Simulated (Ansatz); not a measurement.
AlCu3, space group Pm-3m: an equation of state with a fit, run with Ansatz 0.2.0 through its Python package.

Script `alcu3_eos.py`:
```python
"""Bulk modulus of AlCu3 from an E(V) curve."""

import warnings

import ansatz as az
import numpy as np

FILLING = "Fermi-Dirac"
SMEARING_WIDTH = 0.05
CUTOFF_EV = 500
KGRID = (6, 6, 6)

VECTORS = np.array([
    [3.637377, 0.0, 0.0],
    [0.0, 3.637377, 0.0],
    [0.0, 0.0, 3.637377],
])
SITES = [
    ("Al", [0.0, 0.0, 0.0]),
    ("Cu", [0.5, 0.5, 0.0]),
    ("Cu", [0.5, 0.0, 0.5]),
    ("Cu", [0.0, 0.5, 0.5]),
]


def build(cell):
    crystal = az.Crystal(lattice=az.Lattice.of(cell))
    for symbol, position in SITES:
        crystal = crystal.atom(symbol, position)
    return crystal


def main() -> None:
    warnings.simplefilter("ignore", az.DeckWarning)

    # uniform scaling of the cell
    volumes, energies, pressures = [], [], []
    for scale in np.linspace(0.94, 1.06, 7):
        cell = VECTORS * scale ** (1 / 3)
        setup = (
            build(cell).calculation()
            .functional(az.Functional.PBESOL)
            .pseudopotentials("paw")
            .occupations(FILLING, width=SMEARING_WIDTH)
            .basis(CUTOFF_EV)
            .kpoints(*KGRID)
            .stress()
        )
        summary = setup.run(threads=1, backend="cpu").report
        volumes.append(abs(np.linalg.det(cell)) / len(SITES))
        energies.append(summary["free_energy_ev"] / len(SITES))
        pressures.append(np.trace(summary["stress_gpa"]) / 3)
        print(f"V = {volumes[-1]:8.4f} A^3/atom  F = {energies[-1]:.5f} eV/atom  P = {pressures[-1]:8.3f} GPa")

    # third-order Birch-Murnaghan: a cubic in V^(-2/3)
    x = np.array(volumes) ** (-2 / 3)
    poly = np.polynomial.Polynomial.fit(x, energies, 3).convert()
    roots = poly.deriv().roots()
    x0 = min((r.real for r in roots if abs(r.imag) < 1e-9 and poly.deriv(2)(r.real) > 0), key=lambda r: abs(r - x.mean()))
    v0 = x0 ** -1.5
    b0 = 4 / 9 * poly.deriv(2)(x0) * v0 ** (-7 / 3) * 160.21766
    b1 = 4 + 2 / 3 * x0 * poly.deriv(3)(x0) / poly.deriv(2)(x0)
    print(f"V0 = {v0:.4f} A^3/atom, B0 = {b0:.1f} GPa, dB/dP = {b1:.2f}")


if __name__ == "__main__":
    main()
```

Estimate the equilibrium volume and the bulk modulus.

A third-order Birch-Murnaghan fit through the 7 points has its minimum at 11.97 Å³ an atom, 0.5 % below the typed cell, with a bulk modulus of 153 GPa and dB/dP = 4.7. From that minimum the energy rises by 19.6 meV an atom on the compressed side and 21.5 meV on the expanded side.

The output:

```console
$ python alcu3_eos.py
V =  11.3092 A^3/atom  F = -5072.89871 eV/atom  P =    9.972 GPa
V =  11.5498 A^3/atom  F = -5072.91064 eV/atom  P =    5.988 GPa
V =  11.7905 A^3/atom  F = -5072.91692 eV/atom  P =    2.436 GPa
V =  12.0311 A^3/atom  F = -5072.91815 eV/atom  P =   -0.733 GPa
V =  12.2717 A^3/atom  F = -5072.91489 eV/atom  P =   -3.558 GPa
V =  12.5123 A^3/atom  F = -5072.90762 eV/atom  P =   -6.076 GPa
V =  12.7530 A^3/atom  F = -5072.89679 eV/atom  P =   -8.318 GPa
V0 = 11.9729 A^3/atom, B0 = 152.9 GPa, dB/dP = 4.73
```

Reading the output:
- Absolute energies stand on the zero of these potentials, so only differences at equal settings mean something.
- No spin polarisation was allowed.
- The mesh is modest for a metal, so energies can be off by several to tens of meV an atom and pressures by half a GPa or more; differences at equal mesh fare better.
- Pressure is positive in compression.
- This cell is a computed structure, which may not be the phase found in nature.
- Hardware and time: 9 s on 1 thread of Intel(R) Xeon(R) 6975P-C (Granite Rapids), on a shared host, peak memory 0.43 GiB.

(Lines on the test bed's own set-up are left out of the output.)
